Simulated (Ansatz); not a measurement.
# ClGaH4NO2: the cost of one run

Method: UKS PBE/def2-SVP, in Ansatz 0.2.0.

**1. The structure to begin with**

Bond lengths: Ga1–Cl2 2.490 Å, Ga1–O3 1.790 Å, O3–H4 1.010 Å, Ga1–O5 1.790 Å, O5–H6 1.010 Å, Cl2–N7 2.030 Å, N7–H8 1.060 Å, N7–H9 1.060 Å. Angles: Ga1–Cl2–N7 180.0°, Cl2–Ga1–O3 120.0°, Cl2–Ga1–O5 120.0°, O3–Ga1–O5 120.0°, Ga1–O3–H4 109.5°, Ga1–O5–H6 109.5°, Cl2–N7–H8 120.0°, Cl2–N7–H9 120.0°, H8–N7–H9 120.0°.

Coordinates:

```xyz
9

Ga    0.0000    0.0000    0.0000
Cl    0.0000    0.0000    2.4900
O     1.5501    0.0000   -0.8950
H     1.8500   -0.9519   -1.0499
O    -1.5501    0.0000   -0.8950
H    -2.0598   -0.8467   -0.6865
N     0.0000    0.0000    4.5200
H    -0.4960   -0.7725    5.0500
H     0.4960    0.7725    5.0500
```

**2. Pulling towards end A**

Springs on the bonds that form and break draw the guess towards this end; the thresholds are loose.

input.yaml

```yaml
crystal:
  periodic: [false, false, false]
  atoms:
    - { symbol: Ga, position_ang: [0.0, 0.0, 0.0] }
    - { symbol: Cl, position_ang: [0.0, 0.0, 2.49] }
    - { symbol: O, position_ang: [1.5501, 0.0, -0.895] }
    - { symbol: H, position_ang: [1.85, -0.9519, -1.0499] }
    - { symbol: O, position_ang: [-1.5501, 0.0, -0.895] }
    - { symbol: H, position_ang: [-2.0598, -0.8467, -0.6865] }
    - { symbol: "N", position_ang: [0.0, 0.0, 4.52] }
    - { symbol: H, position_ang: [-0.496, -0.7725, 5.05] }
    - { symbol: H, position_ang: [0.496, 0.7725, 5.05] }
magnetization:
  spin_polarized: true
  initial_magnetization: 1
basis:
  gaussian: { orbitals: def2-SVP }
hamiltonian:
  xc: pbe
relax:
  f_tol: 0.15
  max_steps: 25
  restrain:
    - { distance: [1, 6], at: 2.93, k: 30.0 }
    - { distance: [0, 1], at: 2.24, k: 30.0 }
```

Run with:

```sh
$ ansatz run input.yaml --threads 4 --pin off --max-ram 5120MiB --backend cpu --events-out ev --progress --plain --runs-dir out
```

What time and memory should one allow on 4 threads of Arm Neoverse V2, shared host?

About 26 s, with a peak of 0.25 GiB.
